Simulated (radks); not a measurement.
# Spin polarisation of the 3d shell in Ti⁺

An exercise on one series of results from a longer session: the logs are not shown, and one member is left open.

Method: scalar-relativistic Kohn-Sham, PBEsol, spin-polarised, spherical densities, finite nucleus. Code: radks (a radial shooting solver on a logarithmic mesh, Libxc functionals) version 1.

## What is computed

```
element            : titanium (Z = 22)
charge             : +1
electrons          : 21
configuration      : [Ar] 3d(up 1, down 1) 4s(up 0.5, down 0.5)
nuclear rms radius : 3.5921 fm
```

A shell typed twice in an input gives spin up, then spin down.

Set-up of the first run:

Settings of this run:

```text
Z 22
configuration [Ar] 3d1 3d1 4s0.5 4s0.5
relativity scalar-relativistic
functional pbe_sol,pbe_sol
spin polarised
nucleus finite rms 3.5921 fm
c 137.035999084
```

Steps of the session up to this table: No moment.

One table of the session follows, with a row left open; its other results are not shown here.

It belongs to the step «No moment». From the orbitals of this run (lengths in bohr):

```
level      <r>  outermost maximum (interpolated)  90 % within  nodes
   1s  0.06965                            0.0456        0.124      0
   2s   0.3253                             0.269        0.505      1
   2p   0.2901                             0.220        0.477      0
   3s        ?                                 ?            ?      ?
   3p    1.086                             0.902         1.68      1
   3d    1.518                             0.979         2.65      0
   4s    3.180                              2.75         4.70      3
```

**Question.** Estimate the row for 3s.

The run gave: <r>: 1.008; outermost maximum (interpolated): 0.870; 90 % within: 1.51; nodes: 2. In the column «<r>» it lies between 2s (0.3253) and 3p (1.086).
